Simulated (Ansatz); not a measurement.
# Zn2C: a single-point run

The task is a single-point run on Zn2C. The structure is shown as the input types it. The cell is built on a prototype (antifluorite) and needn't be the phase found in nature.

Program: Ansatz 0.2.0. Level of theory: density functional or hybrid calculation with the settings of its input, plane waves (as first typed). These are calculated values, not measurements.

3 further runs of the same task are left out: 1 for a known fault of the program, 2 that didn't finish.

## Step 1: The starting structure

Symmetry: Fm-3m, No. 225, cubic system. The conventional cell has a = 5.156 Å, b = 5.156 Å, c = 5.156 Å, α = 90.00°, β = 90.00°, γ = 90.00°. Around C (site symmetry m-3m) lie 8 Zn at 2.23 Å. Zn (site symmetry -43m) is surrounded by 4 C at 2.23 Å.

As a file:

```cif
data_structure
_symmetry_space_group_name_H-M 'P 1'
_symmetry_Int_Tables_number 1
_cell_length_a 3.6458
_cell_length_b 3.6458
_cell_length_c 3.6458
_cell_angle_alpha 60.000
_cell_angle_beta 60.000
_cell_angle_gamma 60.000
_cell_volume 34.27
loop_
_atom_site_label
_atom_site_type_symbol
_atom_site_fract_x
_atom_site_fract_y
_atom_site_fract_z
_atom_site_occupancy
C1 C 0.00000 0.00000 0.00000 1
Zn1 Zn 0.25000 0.25000 0.25000 1
Zn2 Zn 0.75000 0.75000 0.75000 1
```

## Step 2: Input and run

Contents of input.yaml:

```yaml
crystal:
  lattice:
    - [0.0, 2.5779490376, 2.5779490376]
    - [2.5779490376, 0.0, 2.5779490376]
    - [2.5779490376, 2.5779490376, 0.0]
  atoms:
    - { symbol: C, position: [0.0, 0.0, 0.0] }
    - { symbol: Zn, position: [0.25, 0.25, 0.25] }
    - { symbol: Zn, position: [0.75, 0.75, 0.75] }
kpoints:
  mp_grid: { grid: [1, 1, 1] }
hamiltonian:
  xc: r2scan
scf:
  occupations: { method: fermi_dirac, width: 0.02 }
  n_extra_bands: 4
output:
  forces: true
  stress: true
  eigenvalues: true
```

Command:

```
$ ansatz run input.yaml --threads 4 --pin off --max-ram 3686MiB --backend cpu --events-out ev --progress --plain --runs-dir out
```

Q: Will this input give a usable result? If not, why, and what should change?

The program finished normally. It gives a pressure of 92 GPa, which is large; a structure far from rest gives such values too, whatever the setting.

Look at the input: kpoints.mp_grid.grid is [1, 1, 1]. Band dispersion is ignored when only one k-point is used.

To check: set kpoints.mp_grid.grid to [6, 6, 6].
